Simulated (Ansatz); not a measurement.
# FHISn: the cost of one run

Computed with the Python package of Ansatz 0.2.0. Level of theory: r2SCAN/def2-SVP.

### Step 1. The system

Bond lengths: F1–Sn2 1.904 Å, Sn2–I3 2.702 Å, Sn2–H4 1.791 Å. Angles: F1–Sn2–I3 107.7°, F1–Sn2–H4 112.4°, I3–Sn2–H4 107.7°.

No structure file is read: the coordinates are typed or built in the script.

### Step 2. The script

File fhisn.py:

```python
# -*- coding: utf-8 -*-
import ansatz as az
import matplotlib.pyplot as plt
import numpy as np

BASIS = "def2-SVP"
FUNCTIONAL = "r2SCAN"


def main():
    geometry_ang = [
        ("F", (-1.7844, 0.0079, 0.5877)),
        ("Sn", (-0.2408, -0.1289, -0.5188)),
        ("I", (1.6713, -1.4129, 0.8937)),
        ("H", (0.4094, 1.4736, -0.983)),
    ]
    mol = az.Crystal.molecule()
    for symbol, xyz in geometry_ang:
        mol = mol.atom(symbol, xyz)

    symbols = [site.symbol for site in mol.cartesian_sites]
    start = np.array([site.position_ang for site in mol.cartesian_sites])
    axis = (start[0] - start[1]) / np.linalg.norm(start[0] - start[1])
    moving = [0]
    lengths, energies = [1.676, 1.752, 1.828, 1.904, 1.98, 2.056, 2.133, 2.247], []
    for length in lengths:
        xyz = start.copy()
        xyz[moving] += (length - np.linalg.norm(start[0] - start[1])) * axis
        point = az.Crystal.molecule()
        for symbol, place in zip(symbols, xyz):
            point = point.atom(symbol, place.tolist())
        job = point.calculation()
        job = job.basis(gaussian=BASIS)
        job = job.functional(FUNCTIONAL)
        job = job.spin("collinear", total=1)
        r = job.run().report
        energies.append(r["free_energy_ev"])
        print(f"r = {length:6.3f} A  E = {energies[-1]:.5f} eV  <S^2> = {abs(r['mean_field']['state']['spin_squared']):.3f}")

    fit = np.polynomial.Polynomial.fit(lengths, np.array(energies) - min(energies), 4).convert()
    roots = [r.real for r in fit.deriv().roots() if abs(r.imag) < 1e-9 and fit.deriv(2)(r.real) > 0]
    r_e = min(roots, key=lambda r: abs(r - lengths[int(np.argmin(energies))]))
    print(f"minimum of the fit at {r_e:.4f} A, force constant {fit.deriv(2)(r_e):.2f} eV/A^2")
    plt.figure(figsize=(4.5, 3))
    plt.plot(lengths, np.array(energies) - min(energies), "o-")
    plt.xlabel("bond length (A)")
    plt.ylabel("E - E(min) (eV)")
    plt.tight_layout()
    plt.savefig("scan.png", dpi=100)


if __name__ == "__main__":
    main()
```

### Step 3. The input behind the calls

The engine receives this input (first run):

```yaml
crystal:
  periodic: [false, false, false]
  atoms:
    - { symbol: F, position_ang: [-1.5994556845365744, -0.008490504246823408, 0.4551262211322361] }
    - { symbol: Sn, position_ang: [-0.2408, -0.1289, -0.5188] }
    - { symbol: I, position_ang: [1.6713, -1.4129, 0.8937] }
    - { symbol: H, position_ang: [0.4094, 1.4736, -0.983] }
basis:
  gaussian:
    orbitals: def2-SVP
hamiltonian:
  xc: r2scan
magnetization:
  spin_polarized: true
  initial_magnetization: 1.0
```

### Step 4. The run

Run with:

```sh
python fhisn.py
```

Q: Estimate wall time and peak memory on 1 thread of Arm Neoverse V1, shared host.

About 55 s, with a peak of 0.3 GiB.
